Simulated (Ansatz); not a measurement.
# FH5O2Si2: a ladder of functionals and wavefunction methods

An exercise on one series of results from a longer session: the logs are not shown, and one member is left open.

Computed with Ansatz 0.2.0, Gaussian basis. Level: functionals in def2-TZVPP, the program's frozen cores in correlated methods.

Plan: PBE-D4, r2SCAN-D4, PBE0-D4, B3LYP-D4, ωB97X-V, ωB97M-V, B2PLYP; CCSD(T)/def2-TZVPP; MP2/def2-QZVPP; extrapolation to the limit.

## Structure used throughout

All runs share one geometry, relaxed beforehand with PBE0-D4 in a triple-zeta def2 set.

SMILES `O[SiH](O)[SiH2]F`, 10 atoms, charge 0, spin multiplicity 1.

Atoms are counted from 1 here; the program's logs count them from 0.

Bond lengths: O1–Si2 1.640 Å, O1–H6 0.959 Å, Si2–O3 1.648 Å, Si2–Si4 2.348 Å, Si2–H7 1.495 Å, O3–H8 0.958 Å, Si4–F5 1.611 Å, Si4–H9 1.487 Å, Si4–H10 1.486 Å. Angles: Si2–O1–H6 118.7°, O1–Si2–O3 110.2°, O1–Si2–Si4 103.2°, O1–Si2–H7 111.6°, O3–Si2–Si4 111.6°, O3–Si2–H7 107.3°, Si4–Si2–H7 113.0°, Si2–O3–H8 117.4°, Si2–Si4–F5 108.4°, Si2–Si4–H9 112.2°, Si2–Si4–H10 111.9°, F5–Si4–H9 107.4°, F5–Si4–H10 107.8°, H9–Si4–H10 109.0°.

Geometry (Å):

| atom | x (Å) | y (Å) | z (Å) |
| --- | --- | --- | --- |
| O1 | 0.9594 | 0.8533 | 1.4201 |
| Si2 | 0.5973 | -0.2653 | 0.2765 |
| O3 | 1.6298 | -0.1291 | -1.0003 |
| Si4 | -1.6038 | 0.2799 | -0.3314 |
| F5 | -2.0998 | -0.7761 | -1.4422 |
| H6 | 1.8437 | 0.8631 | 1.7909 |
| H7 | 0.7292 | -1.6564 | 0.8075 |
| H8 | 2.0070 | -0.9366 | -1.3511 |
| H9 | -2.5421 | 0.1886 | 0.8185 |
| H10 | -1.6953 | 1.6393 | -0.9251 |

Set-up of the first run:

Contents of in.yaml:

```yaml
crystal:
  periodic: [false, false, false]
  atoms:
    - {symbol: O, position_ang: [0.959373, 0.853264, 1.420062]}
    - {symbol: Si, position_ang: [0.597270, -0.265297, 0.276480]}
    - {symbol: O, position_ang: [1.629778, -0.129116, -1.000316]}
    - {symbol: Si, position_ang: [-1.603827, 0.279869, -0.331428]}
    - {symbol: F, position_ang: [-2.099842, -0.776137, -1.442183]}
    - {symbol: H, position_ang: [1.843689, 0.863084, 1.790927]}
    - {symbol: H, position_ang: [0.729161, -1.656398, 0.807463]}
    - {symbol: H, position_ang: [2.007025, -0.936563, -1.351088]}
    - {symbol: H, position_ang: [-2.542150, 0.188622, 0.818480]}
    - {symbol: H, position_ang: [-1.695279, 1.639273, -0.925098]}
basis:
  gaussian: {orbitals: def2-TZVPP}
hamiltonian: {xc: pbe, dispersion: d4}
output: {forces: true, orbitals: {seedname: orbitals}}
```

Started as:

```console
$ ansatz run in.yaml --threads 4 --pin off --events-out ev --progress --plain --max-ram 10444MiB
```

Steps of the session up to this table: PBE-D4 (GGA); r2SCAN-D4 (meta-GGA); PBE0-D4 (hybrid); B3LYP-D4 (hybrid); ωB97X-V (range-separated); ωB97M-V (range-separated); B2PLYP (double hybrid); CCSD(T) in def2-TZVPP; MP2 in def2-QZVPP.

One table of the session follows, with a row left open; its other results are not shown here.

It belongs to the step «Atomisation energies». 

| method | atomisation energy (kcal/mol) |
| --- | --- |
| PBE-D4 | 869.9 |
| r2SCAN-D4 | 866.7 |
| PBE0-D4 | 852.8 |
| B3LYP-D4 | 862.2 |
| ωB97X-V | 871.2 |
| ωB97M-V | 868.1 |
| B2PLYP | ? |
| HF/def2-TZVPP | 628.1 |
| MP2/def2-TZVPP | 864.3 |
| CCSD/def2-TZVPP | 833.4 |
| CCSD(T)/def2-TZVPP | 845.1 |
| MP2/CBS | 892.7 |
| CCSD(T)/CBS | 873.5 |

Q: Estimate the row for B2PLYP from the others.

The run gave: atomisation energy (kcal/mol): 856.3. In the column «atomisation energy (kcal/mol)» it lies between PBE0-D4 (852.8) and B3LYP-D4 (862.2).

Caveats from the session: Free atoms (2 O, 2 Si, 1 F, 5 H) were run apart at each level; the atomisation energy is their sum less the molecule, without zero-point or spin-orbit terms.
